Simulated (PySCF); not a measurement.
**[Pr(H2O)]3+: other functionals and bases at one geometry**

An exercise on one series of results from a longer session: the logs are not shown, and one member is left open.

The runs use PySCF 2.14.0; several levels, as the steps say, no spin–orbit coupling.

1 further run of the same task is left out (for a known fault of the program).

## The system as given

4 atoms, charge 3, spin multiplicity 1.

Bond lengths: Pr1–O2 2.284 Å, O2–H3 0.999 Å, O2–H4 0.999 Å. Angles: Pr1–O2–H3 128.9°, Pr1–O2–H4 128.9°, H3–O2–H4 102.2°.

As a file:

```xyz
4
H2OPr
Pr    0.0000    0.0000   -0.1250
O     0.0000    0.0000    2.1587
H     0.7773    0.0000    2.7861
H    -0.7773    0.0000    2.7861
```

Formal oxidation states: Pr +3. Each metal's 2 4f electrons lie in its core potential, so multiplicities, spins and levels count the valence alone. An earlier session relaxed this geometry at PBE0, Pr lcecp-1-SVP with ECP48, O def2-SVP, H def2-SVP (singlet, point group C2v).

At PBE0 on the finer grid: E = -107.859058 Eh, HOMO -27.48 eV, LUMO -20.15 eV, Mulliken charge on Pr1 +2.59 e, largest force component 0.001 eV/Å. 

Levels to run: CAM-B3LYP; M06-L; PBE0, TZVP. Hardware: 2 threads of Arm Neoverse V2, shared host.

Set-up of the first run:

run.py (the lines that set the calculation) reads:

```python
mol = gto.M(atom='''
Pr     0.00000     0.00000    -0.12497
O      0.00000     0.00000     2.15867
H      0.77733     0.00000     2.78609
H     -0.77733     0.00000     2.78609''',
    basis={'Pr': 'lcecp-1-SVP', 'O': 'def2-SVP', 'H': 'def2-SVP'},
    ecp={'Pr': 'lcecp-1-SVP'},
    charge=3, spin=0)
mf = dft.RKS(mol, xc='CAMB3LYP')
mf.grids.atom_grid = (75, 302)  # f atoms: unpruned, at least (60, 302)
mf = mf.density_fit()  # fitting sets: Pr AutoAux, O def2-universal-JKFIT, H def2-universal-JKFIT
mf.conv_tol = 1e-08; mf.max_cycle = 55
mf.kernel(dm0)  # dm0: the density of the relaxed state
```

Launch:

```console
> OMP_NUM_THREADS=2 python run.py
```

Steps of the session up to this table: CAM-B3LYP; M06-L; PBE0, TZVP.

One table of the session follows, with a row left open; its other results are not shown here.

| level | HOMO (eV) | gap (eV) | charge on Pr1 (e) | dipole (D) | largest force component (eV/Å) |
| --- | --- | --- | --- | --- | --- |
| PBE0 (relaxed here) | -27.48 | 7.33 | 2.59 | 2.57 | 0.00 |
| CAM-B3LYP | -28.92 | 9.88 | 2.59 | 2.48 | 0.10 |
| M06-L | ? | ? | ? | ? | ? |
| PBE0, TZVP | -27.48 | 7.37 | 2.66 | 2.63 | 0.27 |

**Question.** Estimate the row for M06-L.

As computed: HOMO (eV): -26.00; gap (eV): 5.50; charge on Pr1 (e): 2.62; dipole (D): 2.48; largest force component (eV/Å): 0.30. In the column «HOMO (eV)» it is the highest.

The dipole of a charged species depends on the origin, so these sizes hold for this origin alone.

In one basis the HOMO–LUMO gap runs from 5.50 eV (M06-L) to 9.88 eV (CAM-B3LYP). The largest leftover force, 0.30 eV/Å with M06-L, stands at a geometry relaxed at another level. With 4f in the core, its levels are missing from HOMO and gap, and its count is fixed, so no charge can pass from the ligands into it. Total energies of different levels can't be compared.
